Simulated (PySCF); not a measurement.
# C7H7FO: the cost of one run

Programs: PySCF 2.14.0, with density-fitted response routines of our own. Each step states its level of theory. These are calculated values for one molecule, in the gas phase or a continuum, unless marked as measured. Atoms count from 0, in the outputs and in this text.

## 1. The molecule as given

16 atoms, charge 0, multiplicity 1; geometry from: GFN2-xTB. The atoms were then displaced at random by about 0.01 Å, so the start is not that level's minimum.

Bonds of the start (Å): O0–C1 1.43, C1–C2 1.52, C2–C3 1.36, C3–C4 1.42, C4–C5 1.40, C5–C6 1.39, C6–C7 1.39, C7–F8 1.35, C7–C2 1.38, O0–H9 0.96, C1–H10 1.11, C1–H11 1.11, C3–H12 1.04, C4–H13 1.07, C5–H14 1.08, C6–H15 1.10.

## 2. Geometry optimisation at PBE0-D3(BJ)/def2-SVP

What the job is given:

```
{"job": {"xc": "PBE0", "basis": "def2-SVP", "d3": "d3bj", "grid": 1, "shake": 0.01, "kind": "geom"}, "charge": 0, "multiplicity": 1}
O      2.739620    -0.893740    -0.349020
C      2.019570     0.168480     0.283160
C      0.505020     0.077210     0.136320
C     -0.072720    -1.117200    -0.159830
C     -1.485710    -1.192800    -0.290540
C     -2.259210    -0.046350    -0.105740
C     -1.640870     1.154420     0.201680
C     -0.259920     1.206550     0.316230
F      0.310640     2.390330     0.633660
H      2.526460    -0.838010    -1.287590
H      2.284510     0.094500     1.353880
H      2.370890     1.155190    -0.070410
H      0.472080    -1.993520    -0.295850
H     -1.969900    -2.126210    -0.506080
H     -3.332980    -0.112410    -0.202300
H     -2.226510     2.071160     0.353160
```

On the command line:

```bash
> OMP_NUM_THREADS=1 python probes_run.py task.json out
```

The driver reads the jobs from task.json and runs them one after another.

Q: Estimate the wall time and peak memory of this first job on 1 thread of Intel Xeon Platinum 8259CL at 2.50GHz, shared host.

About 2.5 min, with a peak of 0.66 GiB.
